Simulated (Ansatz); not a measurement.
# C2H5BOSe: a ladder of functionals and wavefunction methods

One table from this session's results is given with a row withheld; the runs are named, their logs left out.

The runs use Ansatz 0.2.0, Gaussian basis; functionals in def2-TZVPP, the program's frozen cores in correlated methods.

Plan: PBE-D4, r2SCAN-D4, PBE0-D4, B3LYP-D4, ωB97X-V, ωB97M-V, B2PLYP; CCSD(T)/def2-TZVPP; MP2/def2-QZVPP; extrapolation to the limit.

### The geometry

All runs share one geometry, relaxed beforehand with PBE0-D4 in a triple-zeta def2 set.

10 atoms, charge 0, spin multiplicity 1.

Atoms are counted from 1 here; the program's logs count them from 0.

Bond lengths: C1–B2 1.599 Å, C1–H6 1.092 Å, C1–H7 1.093 Å, C1–H8 1.094 Å, B2–C3 1.540 Å, B2–Se5 2.068 Å, B2–H9 1.212 Å, C3–O4 1.129 Å, Se5–H10 1.471 Å. Angles: B2–C1–H6 108.2°, B2–C1–H7 113.0°, B2–C1–H8 112.3°, H6–C1–H7 107.4°, H6–C1–H8 107.6°, H7–C1–H8 108.1°, C1–B2–C3 115.0°, C1–B2–Se5 118.1°, C1–B2–H9 117.4°, C3–B2–Se5 95.8°, C3–B2–H9 102.4°, Se5–B2–H9 105.0°, B2–C3–O4 177.7°, B2–Se5–H10 96.1°.

The first run:

in.yaml

```yaml
crystal:
  periodic: [false, false, false]
  atoms:
    - {symbol: C, position_ang: [-0.656398, -0.962046, 0.496170]}
    - {symbol: B, position_ang: [-0.065833, 0.508313, 0.283903]}
    - {symbol: C, position_ang: [-0.247259, 1.085265, -1.132660]}
    - {symbol: O, position_ang: [-0.345727, 1.536905, -2.162884]}
    - {symbol: Se, position_ang: [1.987425, 0.750522, 0.346841]}
    - {symbol: H, position_ang: [-0.400589, -1.289424, 1.506324]}
    - {symbol: H, position_ang: [-0.240874, -1.694634, -0.200078]}
    - {symbol: H, position_ang: [-1.745906, -0.988385, 0.405587]}
    - {symbol: H, position_ang: [-0.507667, 1.393506, 0.983428]}
    - {symbol: H, position_ang: [2.306026, -0.391225, -0.523631]}
basis:
  gaussian: {orbitals: def2-TZVPP}
hamiltonian: {xc: pbe, dispersion: d4}
output: {forces: true, orbitals: {seedname: orbitals}}
```

Started as:

```sh
> ansatz run in.yaml --threads 4 --pin off --events-out ev --progress --plain --max-ram 10444MiB
```

Steps of the session up to this table: PBE-D4 (GGA); r2SCAN-D4 (meta-GGA); PBE0-D4 (hybrid); B3LYP-D4 (hybrid); ωB97X-V (range-separated); ωB97M-V (range-separated); B2PLYP (double hybrid); CCSD(T) in def2-TZVPP; MP2 in def2-QZVPP.

One of the session's tables, all rows but one given; the rest of the session is left out.

| method | atomisation energy (eV) |
| --- | --- |
| PBE-D4 | 41.577 |
| r2SCAN-D4 | 40.651 |
| PBE0-D4 | ? |
| B3LYP-D4 | 40.272 |
| ωB97X-V | 40.205 |
| ωB97M-V | 40.289 |
| B2PLYP | 39.879 |
| HF/def2-TZVPP | 28.928 |
| MP2/def2-TZVPP | 40.141 |
| CCSD/def2-TZVPP | 38.406 |
| CCSD(T)/def2-TZVPP | 39.180 |
| MP2/CBS | 41.090 |
| CCSD(T)/CBS | 40.129 |

**Question.** Estimate the row for PBE0-D4.

The run gave: atomisation energy (eV): 40.538. In the column «atomisation energy (eV)» it lies between ωB97M-V (40.289) and r2SCAN-D4 (40.651).
